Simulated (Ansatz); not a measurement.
# V: stress in a strained cell

V is deformed so: equal xx and yy strain of +1 %. What stress and forces result, by LAPW, PAW and all-electron datasets made for the crystal?

Program: Ansatz 0.2.0. Level of theory: DFT PBEsol, scalar-relativistic. These are calculated values, not measurements.

**1. The structure to begin with**

The structure is cubic, space group Im-3m (No. 229). Conventional cell: a = 3.026 Å, b = 3.026 Å, c = 3.026 Å, α = 90.00°, β = 90.00°, γ = 90.00°. V (site symmetry m-3m) has 8 V at 2.62 Å as nearest neighbours.

As a file:

```
CELL_PARAMETERS angstrom
-1.51300 1.51300 1.51300
1.51300 -1.51300 1.51300
1.51300 1.51300 -1.51300
ATOMIC_POSITIONS crystal
V 0.00000 0.00000 0.00000
```

**2. After the deformation**

Space group Im-3m before, I4/mmm after.

**3. All-electron LAPW**

The input, input.yaml:

```yaml
crystal:
  lattice:
    - [-1.52813, 1.52813, 1.513]
    - [1.52813, -1.52813, 1.513]
    - [1.52813, 1.52813, -1.513]
  atoms:
    - { symbol: V, position: [0.0, 0.0, 0.0], spin: 1.5 }
magnetization:
  spin_polarized: true
kpoints:
  mp_grid: { grid: [19, 19, 19] }
  band_path:
    path:
      - [0.0, 0.0, 0.0]
      - [0.0, 0.0, 0.5]
      - [-0.5, 0.5, 0.5]
      - [0.0, 0.0, 0.0]
      - [0.4950740124, 0.4950740124, -0.4950740124]
      - [-0.4950740124, 0.5049259876, 0.4950740124]
      - [-0.5, 0.5, 0.5]
      - [0.0, 0.0, 0.5]
      - [0.25, 0.25, 0.25]
    npoints: 5
scf:
  occupations: { method: fermi_dirac, width: 0.03 }
hamiltonian:
  xc: pbesol
  pseudopotentials: { kind: all_electron, lapw: { basis_error: 0.001 } }
output:
  forces: true
  stress: true
  eigenvalues: true
```

Run with:

```bash
> ansatz run input.yaml --threads 1 --pin off --max-ram 3072MiB --backend cpu --events-out ev --progress --plain --runs-dir out
```

**4. PAW on the default files**

The input, input.yaml:

```yaml
crystal:
  lattice:
    - [-1.52813, 1.52813, 1.513]
    - [1.52813, -1.52813, 1.513]
    - [1.52813, 1.52813, -1.513]
  atoms:
    - { symbol: V, position: [0.0, 0.0, 0.0], spin: 1.5 }
magnetization:
  spin_polarized: true
kpoints:
  mp_grid: { grid: [19, 19, 19] }
scf:
  occupations: { method: fermi_dirac, width: 0.03 }
hamiltonian:
  xc: pbesol
  pseudopotentials: { kind: paw }
output:
  forces: true
  stress: true
  eigenvalues: true
  efg: { contact_densities: true }
  write_density: true
  write_potential: true
  elf: true
  volumetric_format: npy
```

**5. Datasets made for this crystal**

Edit input.yaml of step 4 so:

```diff
@@ -15,3 +15,3 @@
   xc: pbesol
-  pseudopotentials: { kind: paw }
+  pseudopotentials: { kind: all_electron, datasets: crystal }
 output:
@@ -21,5 +21 @@
   efg: { contact_densities: true }
-  write_density: true
-  write_potential: true
-  elf: true
-  volumetric_format: npy
```

(Steps that only read results are left out.)

What does the calculation give? Wanted: pressure; largest shear or deviatoric stress.

The runs gave:

| quantity | value |
| --- | --- |
| pressure | LAPW -14.70, PAW -14.66, crystal datasets -14.69 GPa |
| largest shear or deviatoric stress (LAPW) | 0.77 GPa |

**Reading.** The largest part of the stress beyond the pressure is 0.77 GPa in size, in the zz component. No run of the undeformed cell stands beside it, so the pressure holds what the given cell had before the change. PAW: stress within 0.03 GPa of LAPW. Crystal datasets: stress within 0.01 GPa of LAPW.
